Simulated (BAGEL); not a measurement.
**UHF/3-21G (density fitting with qzvpp-jkfit) run of GeN2H5 (SMILES [NH][GeH2][NH2])**

Aim: the vertical ionisation energy of GeN2H5 at UHF/3-21G (density fitting with qzvpp-jkfit), from 2 runs. 

Program for the calculation: BAGEL 1.2.2.

2 further runs of the same task are left out: 2 that didn't finish. Runs told in other sessions of the task aren't counted.

## 1. The structure to begin with

GeN2H5: 8 atoms, total charge 0, spin state doublet. As SMILES, `[NH][GeH2][NH2]`. The shape is that of a PBE0-D4/def2-TZVP optimisation. This is one conformer, not always the lowest.

Bond lengths: N1–Ge2 1.861 Å, Ge2–N3 1.829 Å, N1–H4 1.025 Å, Ge2–H5 1.552 Å, Ge2–H6 1.541 Å, N3–H7 1.011 Å, N3–H8 1.010 Å. Angles: N1–Ge2–N3 104.2°, N1–Ge2–H5 105.7°, N1–Ge2–H6 114.1°, N3–Ge2–H5 115.8°, N3–Ge2–H6 107.4°, Ge2–N1–H4 109.3°, Ge2–N3–H7 113.9°, Ge2–N3–H8 115.2°, H5–Ge2–H6 109.8°, H7–N3–H8 109.1°.

## 2. The energy at UHF/3-21G (density fitting with qzvpp-jkfit)

File input.json:

```json
{ "bagel" : [

{
  "title" : "molecule",
  "basis" : "3-21g",
  "df_basis" : "qzvpp-jkfit",
  "angstrom" : true,
  "geometry" : [
    { "atom" : "N", "xyz" : [      -1.696200,      -0.133000,      -0.510200 ] },
    { "atom" : "Ge", "xyz" : [       0.044800,       0.440000,      -0.185400 ] },
    { "atom" : "N", "xyz" : [       0.758300,      -0.869000,       0.874100 ] },
    { "atom" : "H", "xyz" : [      -2.241700,       0.643600,      -0.898100 ] },
    { "atom" : "H", "xyz" : [       0.698700,       0.607500,      -1.583100 ] },
    { "atom" : "H", "xyz" : [       0.135600,       1.765700,       0.595000 ] },
    { "atom" : "H", "xyz" : [       0.680200,      -1.798300,       0.484200 ] },
    { "atom" : "H", "xyz" : [       1.712300,      -0.713500,       1.167600 ] }
  ]
},

{
  "title" : "uhf",
  "charge" : 0,
  "nopen" : 1
},

{
  "title" : "print",
  "file" : "orbitals.molden",
  "orbitals" : true
}

]}
```

Command:

```
BAGEL_NUM_THREADS=1 BAGEL input.json > input.out
```

The program printed:

```text
* using 1 threads per process

  ===============================================================
  ===============================================================

  *** Geometry ***

  { "atom" : "N", "xyz" : [     -3.205353,     -0.251334,     -0.964138 ] },
  { "atom" : "Ge", "xyz" : [      0.084660,      0.831479,     -0.350355 ] },
  { "atom" : "N", "xyz" : [      1.432979,     -1.642172,      1.651810 ] },
  { "atom" : "H", "xyz" : [     -4.236199,      1.216228,     -1.697163 ] },
  { "atom" : "H", "xyz" : [      1.320352,      1.148009,     -2.991625 ] },
  { "atom" : "H", "xyz" : [      0.256247,      3.336689,      1.124387 ] },
  { "atom" : "H", "xyz" : [      1.285392,     -3.398294,      0.915005 ] },
  { "atom" : "H", "xyz" : [      3.235778,     -1.348320,      2.206444 ] },

  Number of auxiliary basis functions:      510

  Since a DF basis is specified, we compute 2- and 3-index integrals:
    o Being stored without compression. Storage requirement is 0.010 GB

  Number of basis functions:       50
  Number of electrons      :       51

    * METHOD: MOLECULE                             0.20

  *** Open-shell HF ***

  === Nuclear Repulsion ===
   201.4552582424

      * DIIS with orbital gradients will be used.

  === UHF iteration (3-21g) ===
      0      -2176.24347488          0.06119343           0.08
      1      -2176.42037330          0.03569318           0.08
      2      -2176.48221477          0.02006227           0.08
      3      -2176.50211434          0.00201262           0.08
      4      -2176.50336190          0.00064146           0.08
      5      -2176.50351850          0.00024909           0.08
      6      -2176.50359306          0.00011408           0.08
      7      -2176.50362632          0.00004727           0.08
      8      -2176.50363178          0.00002205           0.08
      9      -2176.50363227          0.00001706           0.08
     10      -2176.50363245          0.00001492           0.08
     11      -2176.50363275          0.00001062           0.08
     12      -2176.50363300          0.00000382           0.08
     13      -2176.50363302          0.00000145           0.08
     14      -2176.50363303          0.00000056           0.08
     15      -2176.50363303          0.00000032           0.08
     16      -2176.50363304          0.00000018           0.08
     17      -2176.50363304          0.00000008           0.08
     18      -2176.50363304          0.00000005           0.08
     19      -2176.50363304          0.00000004           0.08
     20      -2176.50363304          0.00000003           0.08
     21      -2176.50363304          0.00000002           0.08
     22      -2176.50363304          0.00000001           0.08
    * SCF iteration converged.

    * S^2 (UHF) is 0.7582

    * Permanent dipole moment:
           (   -0.678742,    -0.539725,     0.472163) a.u.

    * METHOD: UHF                                  1.97

    * METHOD: PRINT                                0.01

  ===============================================================
```

It took 2.3 s on 1 thread of Arm Neoverse V1, shared host.

## 3. The singlet cation, same level

File input.json:

```json
{ "bagel": [

{
  "title": "molecule",
  "basis": "3-21g",
  "df_basis": "qzvpp-jkfit",
  "angstrom": true,
  "geometry": [
    { "atom": "N", "xyz": [      -1.696200,      -0.133000,      -0.510200 ] },
    { "atom": "Ge", "xyz": [       0.044800,       0.440000,      -0.185400 ] },
    { "atom": "N", "xyz": [       0.758300,      -0.869000,       0.874100 ] },
    { "atom": "H", "xyz": [      -2.241700,       0.643600,      -0.898100 ] },
    { "atom": "H", "xyz": [       0.698700,       0.607500,      -1.583100 ] },
    { "atom": "H", "xyz": [       0.135600,       1.765700,       0.595000 ] },
    { "atom": "H", "xyz": [       0.680200,      -1.798300,       0.484200 ] },
    { "atom": "H", "xyz": [       1.712300,      -0.713500,       1.167600 ] }
  ]
},

{
  "title": "hf",
  "charge": 1
},

{
  "title": "print",
  "file": "orbitals.molden",
  "orbitals": true
}

]}
```

Command:

```
BAGEL_NUM_THREADS=1 BAGEL input.json > input.out
```

The program printed:

```text
* using 1 threads per process

  ===============================================================
  ===============================================================

  *** Geometry ***

  { "atom" : "N", "xyz" : [     -3.205353,     -0.251334,     -0.964138 ] },
  { "atom" : "Ge", "xyz" : [      0.084660,      0.831479,     -0.350355 ] },
  { "atom" : "N", "xyz" : [      1.432979,     -1.642172,      1.651810 ] },
  { "atom" : "H", "xyz" : [     -4.236199,      1.216228,     -1.697163 ] },
  { "atom" : "H", "xyz" : [      1.320352,      1.148009,     -2.991625 ] },
  { "atom" : "H", "xyz" : [      0.256247,      3.336689,      1.124387 ] },
  { "atom" : "H", "xyz" : [      1.285392,     -3.398294,      0.915005 ] },
  { "atom" : "H", "xyz" : [      3.235778,     -1.348320,      2.206444 ] },

  Number of auxiliary basis functions:      510

  Since a DF basis is specified, we compute 2- and 3-index integrals:
    o Being stored without compression. Storage requirement is 0.010 GB

  Number of basis functions:       50
  Number of electrons      :       51

    * METHOD: MOLECULE                             0.20

  *** RHF ***

  === Nuclear Repulsion ===
   201.4552582424

      * DIIS with orbital gradients will be used.

  === RHF iteration (3-21g) ===
      0      -2175.92184161          0.02641557           0.04
      1      -2176.05345082          0.01595426           0.04
      2      -2176.10665718          0.00315010           0.04
      3      -2176.11546878          0.00124883           0.04
      4      -2176.11753817          0.00041578           0.04
      5      -2176.11778444          0.00021491           0.04
      6      -2176.11784076          0.00012355           0.04
      7      -2176.11787052          0.00006047           0.04
      8      -2176.11787586          0.00004778           0.04
      9      -2176.11787985          0.00003856           0.04
     10      -2176.11788444          0.00002689           0.04
     11      -2176.11788715          0.00001470           0.04
     12      -2176.11788779          0.00000838           0.04
     13      -2176.11788798          0.00000350           0.04
     14      -2176.11788800          0.00000102           0.04
     15      -2176.11788800          0.00000046           0.04
     16      -2176.11788800          0.00000029           0.04
     17      -2176.11788800          0.00000020           0.04
     18      -2176.11788800          0.00000015           0.04
     19      -2176.11788800          0.00000012           0.04
     20      -2176.11788800          0.00000010           0.04
     21      -2176.11788800          0.00000006           0.04
     22      -2176.11788800          0.00000003           0.04
     23      -2176.11788800          0.00000002           0.04
     24      -2176.11788800          0.00000001           0.04
    * SCF iteration converged.

    * Permanent dipole moment:
           (    1.055872,    -0.619500,     1.169873) a.u.

    * METHOD: HF                                   1.10

    * METHOD: PRINT                                0.01

  ===============================================================
```

Wall time 1.4 s (1 thread of Arm Neoverse V1, shared host).

## 4. Summary of results

At UHF/3-21G (density fitting with qzvpp-jkfit):

```
                                          quantity           value
                      doublet GeN2H5: total energy  -2176.50363 Eh
                     doublet GeN2H5: dipole moment          2.51 D
                              doublet GeN2H5: ⟨S²⟩           0.758
                      singlet cation: total energy  -2176.11789 Eh
                       singlet cation: HOMO energy       -15.64 eV
                       singlet cation: LUMO energy        -8.25 eV
                     singlet cation: HOMO–LUMO gap         7.39 eV
vertical ionisation energy (to the singlet cation)       10.497 eV
```

In words: Removing an electron at fixed nuclei costs 10.50 eV (1013 kJ/mol). Only the singlet of the ionised species was computed; a triplet could lie lower.
